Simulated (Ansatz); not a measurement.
# Cl: band gap under strain

How does strain move the band edges of Cl built on the database structure prototype, and do the functionals agree on it? States: +4.7 % biaxial strain in x and y, z held; -3.1 % strain along x alone.

Code: Ansatz 0.2.0. PAW datasets, plane waves. (Simulation; spin polarisation is off.)

**1. The system as given**

The unstrained cell was relaxed with r2SCAN+rVV10; in each strained cell the atoms were relaxed again with r2SCAN+rVV10. Names of k-points are those of the unstrained zone, where strain can split equivalent points. First state: +4.7 % biaxial strain in x and y, z held.

The symmetry is Cmce (No. 64, orthorhombic); a = 6.542 Å, b = 4.202 Å, c = 8.147 Å in the conventional setting, 27.99 Å³ an atom. Cl has 1 Cl at 2.01 Å.

Coordinates:

Space group Cmce (No. 64). a = 6.542 Å, b = 4.202 Å, c = 8.147 Å, α = 90.00°, β = 90.00°, γ = 90.00°
```
atom  site  symmetry       x       y       z
  Cl    8f       m..  0.5000  0.6231  0.6061
```

From earlier runs on the unstrained cell: PBE 2.20 eV, r2SCAN 2.57 eV, HSE06 3.80 eV; a = 6.250 Å, b = 4.014 Å, c = 8.147 Å.

**2. +4.7 % biaxial strain in x and y, z held: PBE**

input.yaml reads:

```yaml
crystal:
  lattice:
    - [3.2708731548, -2.1007828437, 0.0]
    - [3.2708731548, 2.1007828437, 0.0]
    - [0.0, 0.0, 8.1465598679]
  atoms:
    - { symbol: Cl, position: [0.8769287276, 0.1230712724, 0.606063469] }
    - { symbol: Cl, position: [0.1230712724, 0.8769287276, 0.393936531] }
    - { symbol: Cl, position: [0.6230712724, 0.3769287276, 0.106063469] }
    - { symbol: Cl, position: [0.3769287276, 0.6230712724, 0.893936531] }
kpoints:
  mp_grid: { grid: [8, 8, 4] }
  band_path:
    path:
      - [0.0, 0.0, 0.0]
      - [0.5, 0.5, 0.0]
      - [0.353127604, 0.646872396, 0.0]
      - [-0.353127604, 0.353127604, 0.0]
      - [0.0, 0.0, 0.5]
      - [-0.353127604, 0.353127604, 0.5]
      - [0.353127604, 0.646872396, 0.5]
      - [0.5, 0.5, 0.5]
      - [0.0, 0.5, 0.0]
    npoints: 1
hamiltonian:
  xc: pbe
scf:
  occupations: { method: fermi_dirac, width: 0.02 }
  n_extra_bands: 5
output:
  forces: true
  stress: true
  eigenvalues: true
```

On the command line:

```console
$ ansatz run input.yaml --threads 4 --pin off --max-ram 5529MiB --backend cpu --events-out ev --progress --plain --runs-dir out
```

The runs that follow: +4.7 % biaxial strain in x and y, z held: r2SCAN; +4.7 % biaxial strain in x and y, z held: HSE06; -3.1 % strain along x alone: PBE; -3.1 % strain along x alone: r2SCAN; -3.1 % strain along x alone: HSE06.

What does the calculation give?

**Answer**, as computed:

Least gap in eV (negative: overlap), with the change from the unstrained cell in brackets:

| state | volume change (%) | PBE | r2SCAN | HSE06 |
| --- | --- | --- | --- | --- |
| +4.7 % biaxial strain in x and y, z held | +9.5 | 2.38 (+0.18) | 2.75 (+0.18) | 3.98 (+0.18) |
| -3.1 % strain along x alone | -3.2 | 2.20 (+0.00) | 2.56 (-0.01) | 3.79 (-0.01) |

What this shows: The largest move of the HSE06 gap in the table is +0.189 eV, under +4.7 % biaxial strain in x and y, z held. PBE and HSE06 differ by 1.59 eV on the unstrained gap, and by at most 0.01 eV on its change: PBE follows the response to strain far better than the gap itself.
